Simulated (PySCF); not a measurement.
# C2H7AsBP: the cost of one run

Computed with PySCF 2.14.0 and routines of our own; the level stands in each step. Atoms count from 0.

## (1) The starting structure

12 atoms, charge 0, multiplicity 1; geometry from: GFN2-xTB.

## (2) Geometry optimisation at PBE0-D3(BJ)/def2-SVP

The job: settings as JSON, then the geometry in Å.

```
{"job": {"xc": "PBE0", "basis": "def2-SVP", "d3": "d3bj", "grid": 1, "maxiter": 30, "shake": 0.01, "kind": "geom"}, "charge": 0, "multiplicity": 1}
C     -0.778270     2.308750    -0.245710
C     -1.129200     1.327510     0.338790
B     -1.525650     0.061580     1.031000
P     -0.707630    -1.533560     0.440280
As     2.103730    -0.250010    -0.078090
H     -0.539310     3.224060    -0.757820
H     -2.169470     0.082750     1.997350
H     -0.891090    -1.373300    -0.929640
H     -1.806470    -2.403570     0.621100
H      1.529110    -0.103800    -1.428260
H      3.412960     0.261290    -0.593880
H      2.540980    -1.629960    -0.404160
```

Run with:

```console
$ OMP_NUM_THREADS=1 python heavy_run.py task.json out
```

The driver reads the jobs from task.json and runs them one after another.

Q: Estimate the wall time and peak memory of this first job on 1 thread of Arm Neoverse V2, shared host.

About 77 s, with a peak of 0.53 GiB.
